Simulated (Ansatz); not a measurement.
**C4H2Cl2Ge: how energies converge with the basis set**

One table from this session's results is given with a row withheld; the runs are named, their logs left out.

Computed with Ansatz 0.2.0, Gaussian basis. Level: one geometry, several basis sets.

The runs, in order: PBE0-D4/def2-SVP; ωB97M-V/def2-SVP; PBE0-D4/def2-QZVPP; ωB97M-V/def2-QZVPP; the functionals' def2-TZVPP values are taken from earlier runs.

### Structure used throughout

The geometry comes from an earlier relaxation with PBE0-D4 in a triple-zeta def2 set; it is a stationary point, not always the lowest conformer.

SMILES `C#[C][Ge]([Cl])([Cl])[C]#C`, 9 atoms, charge 0, spin multiplicity 1.

Atoms are counted from 1 here; the program's logs count them from 0.

Bond lengths: C1–C2 1.203 Å, C1–H8 1.066 Å, C2–Ge3 1.878 Å, Ge3–Cl4 2.130 Å, Ge3–Cl5 2.130 Å, Ge3–C6 1.878 Å, C6–C7 1.203 Å, C7–H9 1.066 Å. Angles: C2–C1–H8 179.9°, C1–C2–Ge3 179.9°, C2–Ge3–Cl4 109.1°, C2–Ge3–Cl5 109.1°, C2–Ge3–C6 112.2°, Cl4–Ge3–Cl5 108.1°, Cl4–Ge3–C6 109.1°, Cl5–Ge3–C6 109.1°, Ge3–C6–C7 180.0°, C6–C7–H9 180.0°.

As a file:

```xyz
9

C     0.63663   -2.54320    0.67695
C     0.45617   -1.50833    0.09030
Ge    0.17855    0.10624   -0.82806
Cl   -1.17373   -0.23075   -2.43884
Cl    2.02976    0.77024   -1.64597
C    -0.51669    1.44674    0.28864
C    -0.96178    2.30590    1.00378
H     0.79598   -3.45992    1.19786
H    -1.35629    3.06677    1.63824
```

Set-up of the first run:

File in.yaml:

```yaml
crystal:
  periodic: [false, false, false]
  atoms:
    - {symbol: C, position_ang: [0.636635, -2.543197, 0.676952]}
    - {symbol: C, position_ang: [0.456169, -1.508335, 0.090297]}
    - {symbol: Ge, position_ang: [0.178545, 0.106243, -0.828057]}
    - {symbol: Cl, position_ang: [-1.173729, -0.230748, -2.438841]}
    - {symbol: Cl, position_ang: [2.029757, 0.770242, -1.645972]}
    - {symbol: C, position_ang: [-0.516694, 1.446744, 0.288638]}
    - {symbol: C, position_ang: [-0.961776, 2.305897, 1.003781]}
    - {symbol: H, position_ang: [0.795979, -3.459921, 1.197857]}
    - {symbol: H, position_ang: [-1.356286, 3.066775, 1.638243]}
basis:
  gaussian: {orbitals: def2-SVP}
hamiltonian: {xc: pbe0, dispersion: d4}
output: {orbitals: {seedname: orbitals}}
```

Started as:

```sh
$ ansatz run in.yaml --threads 4 --pin off --events-out ev --progress --plain --max-ram 11315MiB
```

Steps of the session up to this table: PBE0-D4 in def2-SVP; ωB97M-V in def2-SVP; PBE0-D4 in def2-QZVPP; ωB97M-V in def2-QZVPP.

One table of the session follows, with a row left open; its other results are not shown here.

It belongs to the step «Density functionals: the series». 

```
functional       basis  HOMO (eV)
   PBE0-D4    def2-SVP      -8.73
   PBE0-D4  def2-TZVPP      -8.79
   PBE0-D4  def2-QZVPP      -8.81
   ωB97M-V    def2-SVP     -10.97
   ωB97M-V  def2-TZVPP     -11.05
   ωB97M-V  def2-QZVPP          ?
```

Q: Estimate the row for ωB97M-V, def2-QZVPP from the others.

As computed: HOMO (eV): -11.07. In the column «HOMO (eV)» it is the lowest.
